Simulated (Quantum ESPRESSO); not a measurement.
# MoSe (Pm-3m) in Quantum ESPRESSO: notebook, part 2 of 2

Quantum ESPRESSO 7.5. Earlier steps stand in the parts before.

### 4 Hubbard U by linear response, PBEsol+U

File pw.in:

```
&CONTROL
  calculation = 'scf'
  prefix = 'pwscf'
  outdir = './tmp'
  pseudo_dir = './pseudo'
  tprnfor = .true.
  tstress = .true.
  disk_io = 'low'
/
&SYSTEM
  ibrav = 0
  nat = 2
  ntyp = 2
  ecutwfc = 45
  ecutrho = 360
  nbnd = 19
  occupations = 'smearing'
  smearing = 'fd'
  degauss = 0.00367493
/
&ELECTRONS
  conv_thr = 4d-10
  electron_maxstep = 120
  mixing_beta = 0.3
/
ATOMIC_SPECIES
Mo    95.9500 mo_pbesol_v1.uspp.F.UPF
Se    78.9710 se_pbesol_v1.uspp.F.UPF
CELL_PARAMETERS angstrom
   3.5002295900    0.0000000000    0.0000000000
   0.0000000000    3.5002295900    0.0000000000
   0.0000000000    0.0000000000    3.5002295900
ATOMIC_POSITIONS crystal
Mo     0.0000000000    0.0000000000    0.0000000000
Se     0.5000000000    0.5000000000    0.5000000000
K_POINTS automatic
4 4 4 0 0 0
HUBBARD {ortho-atomic}
U Mo-4d 6.0
```

File scf2.in:

```
&CONTROL
  calculation = 'scf'
  prefix = 'pwscf'
  outdir = './tmp'
  pseudo_dir = './pseudo'
  tprnfor = .true.
  tstress = .true.
  disk_io = 'low'
/
&SYSTEM
  ibrav = 0
  nat = 2
  ntyp = 2
  ecutwfc = 45
  ecutrho = 360
  nbnd = 19
  occupations = 'fixed'
/
&ELECTRONS
  conv_thr = 1d-13
  electron_maxstep = 120
  mixing_beta = 0.3
  startingpot = 'file'
  startingwfc = 'file'
/
ATOMIC_SPECIES
Mo    95.9500 mo_pbesol_v1.uspp.F.UPF
Se    78.9710 se_pbesol_v1.uspp.F.UPF
CELL_PARAMETERS angstrom
   3.5002295900    0.0000000000    0.0000000000
   0.0000000000    3.5002295900    0.0000000000
   0.0000000000    0.0000000000    3.5002295900
ATOMIC_POSITIONS crystal
Mo     0.0000000000    0.0000000000    0.0000000000
Se     0.5000000000    0.5000000000    0.5000000000
K_POINTS automatic
4 4 4 0 0 0
HUBBARD {ortho-atomic}
U Mo-4d 6.0
```

File hp.in:

```
&INPUTHP
  prefix = 'pwscf'
  outdir = './tmp'
  nq1 = 2
  nq2 = 2
  nq3 = 2
  conv_thr_chi = 1d-06
  niter_max = 80
  iverbosity = 1
  alpha_mix(1) = 0.3
/
```

Potentials or basis: GBRV 1.5 PBEsol.

Run with:

```bash
$ OMP_NUM_THREADS=1 pw.x -in pw.in > pw.out
$ OMP_NUM_THREADS=1 pw.x -in scf2.in > scf2.out
$ OMP_NUM_THREADS=1 hp.x -in hp.in > hp.out
```

pw.out:

```text
This program is part of the open-source Quantum ESPRESSO suite
     for quantum simulation of materials; please cite
[... 9 lines left out ...]
     --------------------
     sticks:   dense  smooth     PW     G-vecs:    dense   smooth      PW
     Sum        1245     621    193                33371    11753    2103

     Using Slab Decomposition

     bravais-lattice index     =            0
     lattice parameter (alat)  =       6.6145  a.u.
     unit-cell volume          =     289.3918 (a.u.)^3
     number of atoms/cell      =            2
     number of atomic types    =            2
     number of electrons       =        20.00
     number of Kohn-Sham states=           19
     kinetic-energy cutoff     =      45.0000  Ry
     charge density cutoff     =     360.0000  Ry
     scf convergence threshold =      4.0E-10
     mixing beta               =       0.3000
     number of iterations used =            8  plain     mixing
     Exchange-correlation= SLA  PW   PSX  PSC
                           (   1   4  10   8   0   0   0)
     Hubbard projectors: ortho-atomic
     Hubbard parameters of DFT+U (Dudarev formulation) in eV:
     U(Mo-4d) =  6.0000

     Internal variables: lda_plus_u =T, lda_plus_u_kind = 0

     Internal variables: orbital_resolved =F, hub_pot_fix =F, apply_U = F

     celldm(1)=   6.614475  celldm(2)=   0.000000  celldm(3)=   0.000000
     celldm(4)=   0.000000  celldm(5)=   0.000000  celldm(6)=   0.000000

     crystal axes: (cart. coord. in units of alat)
               a(1) = (   1.000000   0.000000   0.000000 )
               a(2) = (   0.000000   1.000000   0.000000 )
               a(3) = (   0.000000   0.000000   1.000000 )

     reciprocal axes: (cart. coord. in units 2 pi/alat)
               b(1) = (  1.000000  0.000000  0.000000 )
               b(2) = (  0.000000  1.000000  0.000000 )
               b(3) = (  0.000000  0.000000  1.000000 )

     PseudoPot. # 1 for Mo read from file:
     mo_pbesol_v1.uspp.F.UPF
     Pseudo is Ultrasoft + core correction, Zval = 14.0
     Generated by new atomic code, or converted to UPF format
     Using radial grid of  889 points,  6 beta functions with:
                l(1) =   0
                l(2) =   0
                l(3) =   1
                l(4) =   1
                l(5) =   2
                l(6) =   2
     Q(r) pseudized with  6 coefficients,  rinner =    1.000   1.000   1.000
                                                       1.000   1.000

     PseudoPot. # 2 for Se read from file:
     se_pbesol_v1.uspp.F.UPF
     Pseudo is Ultrasoft + core correction, Zval =  6.0
[... 88 lines left out ...]
       0.558 -0.000 -0.000 -0.000  0.000
      -0.000  0.441 -0.000  0.000  0.000
      -0.000 -0.000  0.441  0.000  0.000
      -0.000  0.000  0.000  0.558 -0.000
       0.000  0.000  0.000 -0.000  0.441

     Number of occupied Hubbard levels =    4.8762

     Threshold (ethr) on eigenvalues was too large:
     Diagonalizing with lowered threshold

     Davidson diagonalization with overlap
     ethr =  5.76E-05,  avg # of iterations =  4.1

     total energy              =    -181.97211273 Ry
     estimated scf accuracy    <       0.01223223 Ry
[... 141 lines left out ...]
     iteration # 22     ecut=    45.00 Ry     beta= 0.30
     Davidson diagonalization with overlap
     ethr =  3.81E-12,  avg # of iterations =  2.0

     End of self-consistent calculation

     =================== HUBBARD OCCUPATIONS ===================
     ------------------------ ATOM    1 ------------------------
     Tr[ns(  1)] =   4.69664
     eigenvalues:
       0.140  0.140  0.140  0.964  0.964
     eigenvectors (columns):
      -0.000 -0.000 -0.000 -0.034 -0.999
      -0.227  0.196 -0.954  0.000  0.000
      -0.673  0.677  0.299  0.000 -0.000
       0.000  0.000  0.000  0.999 -0.034
       0.704  0.710 -0.022 -0.000 -0.000
     occupation matrix ns (before diag.):
       0.964 -0.000  0.000  0.000  0.000
      -0.000  0.140 -0.000  0.000  0.000
       0.000 -0.000  0.140  0.000  0.000
       0.000  0.000  0.000  0.964 -0.000
[... 30 lines left out ...]
   -49.9401 -24.0482 -24.0061 -23.9616  -1.2706   5.4258   7.3857   8.2610
    10.0120  10.3581  13.2989  13.4520  14.2577  15.3063  17.9763  20.3660
    21.2373  21.2887  25.0298

          k = 0.0000-0.5000-0.5000 (  1492 PWs)   bands (ev):

   -49.9401 -24.0432 -24.0432 -23.9584  -0.8965   6.9810   6.9810   7.0660
     9.8840  11.3465  12.8541  12.8541  12.9489  14.0714  20.0313  20.0313
    21.1248  24.7893  24.7893

          k = 0.2500 0.2500 0.2500 (  1469 PWs)   bands (ev):
[... 7 lines left out ...]
   -49.9351 -24.0432 -24.0028 -24.0018  -0.9812   6.1144   8.0378   8.1461
     8.7120   9.7525  12.7851  13.0123  15.3645  16.1476  17.2659  17.8565
    22.0179  23.7777  24.6118

          k = 0.2500-0.5000-0.5000 (  1460 PWs)   bands (ev):

   -49.9333 -24.0384 -24.0384 -23.9985  -0.6351   7.0170   7.0170   8.2890
     8.5929   9.9137  13.2090  13.2090  14.0736  14.8812  17.6808  17.6808
    21.4360  23.7815  27.8129

          k =-0.5000-0.5000-0.5000 (  1472 PWs)   bands (ev):

   -49.9298 -24.0340 -24.0340 -24.0340  -0.3149   7.0449   7.0449   7.0449
     9.9437   9.9437  14.1246  14.1246  14.1246  15.5446  15.5446  15.5446
    18.1681  29.6724  29.6725

     the Fermi energy is    11.8206 ev

!    total energy              =    -182.13496979 Ry
     estimated scf accuracy    <          5.6E-13 Ry
     smearing contrib. (-TS)   =      -0.00000052 Ry
     internal energy E=F+TS    =    -182.13496927 Ry

     The total energy is F=E-TS. E is the sum of the following terms:
     one-electron contribution =     -43.84293178 Ry
     hartree contribution      =      29.84885295 Ry
     xc contribution           =     -48.44603714 Ry
     ewald contribution        =    -119.88528529 Ry
     Hubbard energy            =       0.19043199 Ry

     convergence has been achieved in  22 iterations

     Forces acting on atoms (cartesian axes, Ry/au):

     atom    1 type  1   force =     0.00000000    0.00000000    0.00000000
     atom    2 type  2   force =     0.00000000    0.00000000    0.00000000

     Total force =     0.000000     Total SCF correction =     0.000000

     Computing stress (Cartesian axis) and pressure

          total   stress  (Ry/bohr**3)                   (kbar)     P=      -97.71
  -0.00066420   0.00000000   0.00000000          -97.71        0.00        0.00
   0.00000000  -0.00066420   0.00000000            0.00      -97.71        0.00
   0.00000000   0.00000000  -0.00066420            0.00        0.00      -97.71

=------------------------------------------------------------------------------=
   JOB DONE.
=------------------------------------------------------------------------------=
```

hp.out:

```text
This program is part of the open-source Quantum ESPRESSO suite
     for quantum simulation of materials; please cite
         "P. Giannozzi et al., J. Phys.:Condens. Matter 21 395502 (2009);
         "P. Giannozzi et al., J. Phys.:Condens. Matter 29 465901 (2017);
         "P. Giannozzi et al., J. Chem. Phys. 152 154105 (2020);
     in publications or presentations arising from this work. More details at
[... 1387 lines left out ...]

     Post-processing calculation of Hubbard parameters ...

     PRINTING TIMING FROM PWSCF ROUTINES:

     PRINTING TIMING FROM HP ROUTINES:

     PRINTING TIMING FROM LR MODULE:

     USPP ROUTINES:

=------------------------------------------------------------------------------=
   JOB DONE.
=------------------------------------------------------------------------------=
```

Wall time 2 min (1 thread of Arm Neoverse V1, shared host); peak memory 0.15 GiB.

Results:

* Free energy: -2478.0725 eV
* Pressure: -9.8 GPa
* Band gap on the k mesh: 0.89 eV, indirect (least direct gap 1.51 eV)
* Hubbard U from linear response: 3.48 eV

Levels at points of the mesh, in eV from the valence-band top:
```csv
k point,band 7,band 8,band 9,band 10,band 11,band 12,band 13,band 14
"(0.00, 0.00, 0.00)",-4.85,-1.15,-1.15,-1.15,0.89,2.40,2.40,2.40
"(0.00, 0.00, -0.50)",-4.37,-1.52,-1.52,-1.16,2.57,3.90,3.90,4.14
"(0.00, -0.50, -0.50)",-4.37,-4.28,-1.46,0.00,1.51,1.51,1.60,2.72
"(-0.50, -0.50, -0.50)",-4.30,-4.30,-1.40,-1.40,2.78,2.78,2.78,4.20
```

Eigenvalues of the final occupation matrices:
| site | spin | trace | eigenvalues |
| --- | --- | --- | --- |
| Mo 1 4d | each | 2.35 | 0.14 0.14 0.14 0.96 0.96 |

Hubbard U from linear response:
| site | manifold | U (eV) |
| --- | --- | --- |
| 1 | Mo-4d | 3.48 |
On the first site the bare response is -0.335 and the screened one -0.154 eV⁻¹.

Caveat: the k mesh is coarse (spacing up to 0.45 Å⁻¹), so the values aren't converged. A k mesh can miss the band edges.

### 5 Hubbard U by linear response, PBEsol+U

Edit pw.in of step 4 so:

```diff
@@ -38,2 +38,2 @@
 HUBBARD {ortho-atomic}
-U Mo-4d 6.0
+U Mo-4d 8.0
```

Edit scf2.in of step 4 so:

```diff
@@ -16,3 +16,5 @@
   nbnd = 19
-  occupations = 'fixed'
+  occupations = 'smearing'
+  smearing = 'fd'
+  degauss = 0.00367493
 /
@@ -38,2 +40,2 @@
 HUBBARD {ortho-atomic}
-U Mo-4d 6.0
+U Mo-4d 8.0
```

Edit hp.in of step 4 so:

```diff
@@ -9,3 +9,3 @@
   iverbosity = 1
-  alpha_mix(1) = 0.3
+  alpha_mix(1) = 0.15
 /
```

Potentials or basis: GBRV 1.5 PBEsol.

Run with:

```bash
$ OMP_NUM_THREADS=1 pw.x -in pw.in > pw.out
$ OMP_NUM_THREADS=1 pw.x -in scf2.in > scf2.out
$ OMP_NUM_THREADS=1 hp.x -in hp.in > hp.out
```

pw.out:

```text
This program is part of the open-source Quantum ESPRESSO suite
     for quantum simulation of materials; please cite
[... 9 lines left out ...]
     --------------------
     sticks:   dense  smooth     PW     G-vecs:    dense   smooth      PW
     Sum        1245     621    193                33371    11753    2103

     Using Slab Decomposition

     bravais-lattice index     =            0
     lattice parameter (alat)  =       6.6145  a.u.
     unit-cell volume          =     289.3918 (a.u.)^3
     number of atoms/cell      =            2
     number of atomic types    =            2
     number of electrons       =        20.00
     number of Kohn-Sham states=           19
     kinetic-energy cutoff     =      45.0000  Ry
     charge density cutoff     =     360.0000  Ry
     scf convergence threshold =      4.0E-10
     mixing beta               =       0.3000
     number of iterations used =            8  plain     mixing
     Exchange-correlation= SLA  PW   PSX  PSC
                           (   1   4  10   8   0   0   0)
     Hubbard projectors: ortho-atomic
     Hubbard parameters of DFT+U (Dudarev formulation) in eV:
     U(Mo-4d) =  8.0000

     Internal variables: lda_plus_u =T, lda_plus_u_kind = 0

     Internal variables: orbital_resolved =F, hub_pot_fix =F, apply_U = F

     celldm(1)=   6.614475  celldm(2)=   0.000000  celldm(3)=   0.000000
     celldm(4)=   0.000000  celldm(5)=   0.000000  celldm(6)=   0.000000

     crystal axes: (cart. coord. in units of alat)
               a(1) = (   1.000000   0.000000   0.000000 )
               a(2) = (   0.000000   1.000000   0.000000 )
               a(3) = (   0.000000   0.000000   1.000000 )

     reciprocal axes: (cart. coord. in units 2 pi/alat)
               b(1) = (  1.000000  0.000000  0.000000 )
               b(2) = (  0.000000  1.000000  0.000000 )
               b(3) = (  0.000000  0.000000  1.000000 )

     PseudoPot. # 1 for Mo read from file:
     mo_pbesol_v1.uspp.F.UPF
     Pseudo is Ultrasoft + core correction, Zval = 14.0
     Generated by new atomic code, or converted to UPF format
     Using radial grid of  889 points,  6 beta functions with:
                l(1) =   0
                l(2) =   0
                l(3) =   1
                l(4) =   1
                l(5) =   2
                l(6) =   2
     Q(r) pseudized with  6 coefficients,  rinner =    1.000   1.000   1.000
                                                       1.000   1.000

     PseudoPot. # 2 for Se read from file:
     se_pbesol_v1.uspp.F.UPF
     Pseudo is Ultrasoft + core correction, Zval =  6.0
     Generated by new atomic code, or converted to UPF format
     Using radial grid of  877 points,  6 beta functions with:
[... 89 lines left out ...]
      -0.000  0.000  0.000  0.552 -0.000
       0.000  0.000  0.000 -0.000  0.428

     Number of occupied Hubbard levels =    4.7743

     Threshold (ethr) on eigenvalues was too large:
     Diagonalizing with lowered threshold

     Davidson diagonalization with overlap
     ethr =  7.97E-05,  avg # of iterations =  3.6

     total energy              =    -181.78590010 Ry
     estimated scf accuracy    <       0.01688147 Ry
[... 225 lines left out ...]
     iteration # 34     ecut=    45.00 Ry     beta= 0.30
     Davidson diagonalization with overlap
     ethr =  6.37E-12,  avg # of iterations =  1.0

     End of self-consistent calculation

     =================== HUBBARD OCCUPATIONS ===================
     ------------------------ ATOM    1 ------------------------
     Tr[ns(  1)] =   5.04554
     eigenvalues:
       0.422  0.422  0.560  0.560  0.560
     eigenvectors (columns):
       0.144  0.990 -0.000  0.000 -0.000
      -0.000  0.000  0.218 -0.955 -0.199
      -0.000  0.000  0.635  0.294 -0.714
       0.990 -0.144  0.000 -0.000  0.000
       0.000 -0.000 -0.741 -0.029 -0.671
     occupation matrix ns (before diag.):
       0.422 -0.000 -0.000 -0.000  0.000
      -0.000  0.560 -0.000  0.000  0.000
      -0.000 -0.000  0.560  0.000  0.000
      -0.000  0.000  0.000  0.422 -0.000
[... 30 lines left out ...]
   -49.5775 -23.6944 -23.6487 -23.6055  -2.0359   5.5906   7.5213   9.0949
    10.6189  11.0570  11.6699  12.6577  13.1386  15.5117  17.6841  20.0934
    21.1486  21.1880  24.8763

          k = 0.0000-0.5000-0.5000 (  1492 PWs)   bands (ev):

   -49.5748 -23.6890 -23.6890 -23.6021  -1.8538   6.6397   6.6397   9.8210
    10.5680  10.5680  10.7652  10.8182  13.4846  14.9297  19.8826  19.8826
    20.9896  24.6812  24.6812

          k = 0.2500 0.2500 0.2500 (  1469 PWs)   bands (ev):
[... 7 lines left out ...]
   -49.5758 -23.6893 -23.6456 -23.6435  -1.7856   5.9219   6.9592   8.2536
    10.6751  10.8564  11.2991  13.3149  13.7757  15.7954  17.5429  17.6392
    21.7515  23.7789  24.4498

          k = 0.2500-0.5000-0.5000 (  1460 PWs)   bands (ev):

   -49.5735 -23.6842 -23.6842 -23.6404  -1.4996   6.2224   6.2224   7.4715
    11.0030  11.6057  11.6057  13.2962  13.5151  14.9457  17.3075  17.3075
    21.5573  23.5383  27.6303

          k =-0.5000-0.5000-0.5000 (  1472 PWs)   bands (ev):

   -49.5715 -23.6795 -23.6795 -23.6795  -1.0683   5.8845   5.8845   5.8845
    13.5458  13.5458  13.9625  13.9625  13.9625  14.1027  14.1027  14.1027
    18.3140  29.3709  29.3709

     the Fermi energy is    11.2704 ev

!    total energy              =    -181.76626277 Ry
     estimated scf accuracy    <          2.4E-13 Ry
     smearing contrib. (-TS)   =      -0.00193746 Ry
     internal energy E=F+TS    =    -181.76432531 Ry

     The total energy is F=E-TS. E is the sum of the following terms:
     one-electron contribution =     -44.18878314 Ry
     hartree contribution      =      29.85559524 Ry
     xc contribution           =     -48.26735183 Ry
     ewald contribution        =    -119.88528529 Ry
     Hubbard energy            =       0.72149971 Ry

     convergence has been achieved in  34 iterations

     Forces acting on atoms (cartesian axes, Ry/au):

     atom    1 type  1   force =     0.00000000    0.00000000    0.00000000
     atom    2 type  2   force =     0.00000000    0.00000000    0.00000000

     Total force =     0.000000     Total SCF correction =     0.000000

     Computing stress (Cartesian axis) and pressure

          total   stress  (Ry/bohr**3)                   (kbar)     P=     -292.84
  -0.00199070   0.00000000   0.00000000         -292.84        0.00        0.00
   0.00000000  -0.00199070   0.00000000            0.00     -292.84        0.00
   0.00000000   0.00000000  -0.00199070            0.00        0.00     -292.84

=------------------------------------------------------------------------------=
   JOB DONE.
=------------------------------------------------------------------------------=
```

scf2.out:

```text
This program is part of the open-source Quantum ESPRESSO suite
     for quantum simulation of materials; please cite
[... 9 lines left out ...]
     --------------------
     sticks:   dense  smooth     PW     G-vecs:    dense   smooth      PW
     Sum        1245     621    193                33371    11753    2103
[... 284 lines left out ...]
  -0.00199071   0.00000000   0.00000000         -292.84        0.00        0.00
   0.00000000  -0.00199071   0.00000000            0.00     -292.84        0.00
   0.00000000   0.00000000  -0.00199071            0.00        0.00     -292.84

=------------------------------------------------------------------------------=
   JOB DONE.
=------------------------------------------------------------------------------=
```

It took 2.4 min on 1 thread of Arm Neoverse V1, shared host; peak memory 0.15 GiB.

What came out:

| Quantity | Value |
| --- | --- |
| Free energy | -2473.0560 eV |
| Pressure | -29.3 GPa |
| Band gap on the k mesh | none (metal or under the smearing width) |
| Hubbard U from linear response | 3.54 eV |

Levels at points of the mesh, in eV from the Fermi level:
```csv
k point,band 7,band 8,band 9,band 10,band 11,band 12,band 13,band 14
"(0.00, 0.00, 0.00)",-1.56,-1.56,-1.32,-1.32,0.22,0.22,0.22,0.78
"(0.00, 0.00, -0.50)",-2.74,-2.74,-0.76,0.39,1.93,2.41,2.41,4.05
"(0.00, -0.50, -0.50)",-4.63,-1.45,-0.70,-0.70,-0.51,-0.45,2.21,3.66
"(-0.50, -0.50, -0.50)",-5.39,-5.39,2.28,2.28,2.69,2.69,2.69,2.83
```

Eigenvalues of the final occupation matrices:
```tsv
site	spin	trace	eigenvalues
Mo 1 4d	each	2.52	0.42 0.42 0.56 0.56 0.56
```

Hubbard U from linear response:
| site | manifold | U (eV) |
| --- | --- | --- |
| 1 | Mo-4d | 3.54 |
On the first site the bare response is -3.208 and the screened one -0.251 eV⁻¹.

Caveat: the k mesh is coarse (spacing up to 0.45 Å⁻¹), so the values aren't converged; a pressure of tens of GPa on the cell as given is suspect, and the run, the potentials or the cell itself is likely at fault; U without spin polarisation on a metal has little footing.

### 6 Overview

```tsv
U	gap on the mesh (eV)	pressure (GPa)
Mo d U = 0.0001 eV	none	-31.1
Mo d U = 2.0 eV	none	-30.3
Mo d U = 6.0 eV	0.89	-9.8
Mo d U = 8.0 eV	none	-29.3
```

Alike in all rows: task Hubbard U by linear response; level PBEsol+U; potentials or basis GBRV 1.5 PBEsol; no spin polarisation; cell as given; k mesh 4 × 4 × 4; cutoff (eV) 612; smearing fermi-dirac 0.05 eV; the mesh is coarse, so values aren't converged.

Caveats: all runs use coarse meshes; a pressure of tens of GPa on the cell as given is suspect, and the run, the potentials or the cell itself is likely at fault (some runs); U without spin polarisation on a metal has little footing (some runs).

Total energies depend on the potentials used, so only differences within one code and one set of settings carry meaning.
